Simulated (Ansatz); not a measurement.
# SiO2 and its elements: a formation energy from the elements

With Ansatz 0.2.0, Python API.

Notebook, run cell by cell (the value of a cell's last expression is shown):

```python
from collections import Counter
from dataclasses import dataclass
import warnings

import ansatz as az
import numpy as np
```

```python
@dataclass(frozen=True)
class Options:
    functional: str = 'PBE'
    kspacing: float = 0.3
    occupations: str = 'cold'
    width_ev: float = 0.02
```

```python
cfg = Options()
```

```python
PHASES = {
    'SiO2': (
        [(4.1773, 0.0, 0.0), (0.0, 4.1773, 0.0), (0.0, 0.0, 2.6652)],
        [
            ('Si', (0.0, 0.0, 0.0)),
            ('Si', (0.5, 0.5, 0.5)),
            ('O', (0.3059, 0.3059, 0.0)),
            ('O', (0.1941, 0.8059, 0.5)),
            ('O', (0.6941, 0.6941, 0.0)),
            ('O', (0.8059, 0.1941, 0.5)),
        ],
    ),
    'Si': (
        [(0.0, 2.71356, 2.71356), (2.71356, 0.0, 2.71356), (2.71356, 2.71356, 0.0)],
        [
            ('Si', (0.75, 0.75, 0.75)),
            ('Si', (0.5, 0.5, 0.5)),
        ],
    ),
    'O2': (
        [(9.0, 0.0, 0.0), (0.0, 9.5, 0.0), (0.0, 0.0, 10.0)],
        [
            ('O', (0.5, 0.5, 0.4385)),
            ('O', (0.5, 0.5, 0.5615)),
        ],
    ),
}
```

```python
def build(vectors, sites):
    crystal = az.Crystal(lattice=az.Lattice.of(vectors))
    for symbol, position in sites:
        crystal = crystal.atom(symbol, position)
    return crystal
```

```python
POLARISED = {'O2'}
```

```python
GASES = {'O2'}
```

```python
def run_phase(name, crystal):
    calc = (
        crystal.calculation()
        .functional(cfg.functional)
        .basis(19 * az.Ha)
        .kpoints(spacing=cfg.kspacing)
        .occupations(cfg.occupations, width=cfg.width_ev)
        .stress()
    )
    if name in POLARISED:
        calc = calc.spin('collinear')
    if name in GASES:
        return calc.kpoints(1, 1, 1).relax(force_tolerance=0.02, max_steps=40).run()
    calc = calc.relax(force_tolerance=0.02, max_steps=40, cell=True)
    return calc.run()
```

```python
def counts(outcome):
    return Counter(site.symbol for site in outcome.lattice.sites)
```

```python
def formation_energy(outcome, mu):
    n = counts(outcome)
    return (outcome.report['energy_sigma0_ev'] - sum(k * mu[element] for element, k in n.items())) / sum(n.values())
```

```python
def volume_per_atom(outcome):
    return abs(np.linalg.det(outcome.lattice.cell_ang)) / len(outcome.lattice.sites)
```

```python
warnings.simplefilter('ignore', az.DeckWarning)
```

```python
phases = {name: build(*cell) for name, cell in PHASES.items()}
phases['O2'] = phases['O2'].moments(O=1.0)
```

```python
done = {name: run_phase(name, crystal) for name, crystal in phases.items()}
```

```python
# chemical potentials of the elements at zero temperature
references = {'Si': 'Si', 'O': 'O2'}
mu = {element: done[name].report['energy_sigma0_ev'] / len(done[name].lattice.sites) for element, name in references.items()}

target = done['SiO2']
heat = formation_energy(target, mu)
n = counts(target)
print('cell content:', dict(n), ' volume', round(volume_per_atom(target), 3), 'A^3/atom')
print('formation energy', round(heat, 4), 'eV/atom,', round(heat * sum(n.values()), 4), 'eV per cell')
print('bound against the elements' if heat < 0 else 'unbound against the elements')
# no correction for the overbinding of the gas molecule is applied
```

    cell content: {<Element.SI: 'Si'>: 2, <Element.O: 'O'>: 4}  volume 8.047 A^3/atom
    formation energy -2.5878 eV/atom, -15.5269 eV per cell
    bound against the elements

Caveats:
- Total energies depend on the potentials; only differences at equal settings carry meaning.
- The magnetic order follows from the starting moments and needn't be the lowest.
- Energy and stress may still move on a finer k-point mesh.
- The program warned that this SCF threshold is loose for forces or stresses.
- This is a high-temperature or high-pressure form, not the ambient phase.
- The cells come from databases of deposited and of computed structures, and not all need be stable phases.
- The compound is the structure given, not necessarily its lowest; energies are at zero temperature, with no correction for gases. Magnetic phases start from parallel moments and may not end in their lowest magnetic state. A semilocal functional's error on such energies is often 0.05 to 0.1 eV an atom, and 0.1 to 0.3 eV against gases such as O2 or F2.
- The script silences the warnings on its input, which a real study should read.
- Wall time of the script: 42 s on 1 thread of Arm Neoverse V2, with other jobs on the host, peak memory 0.86 GiB.
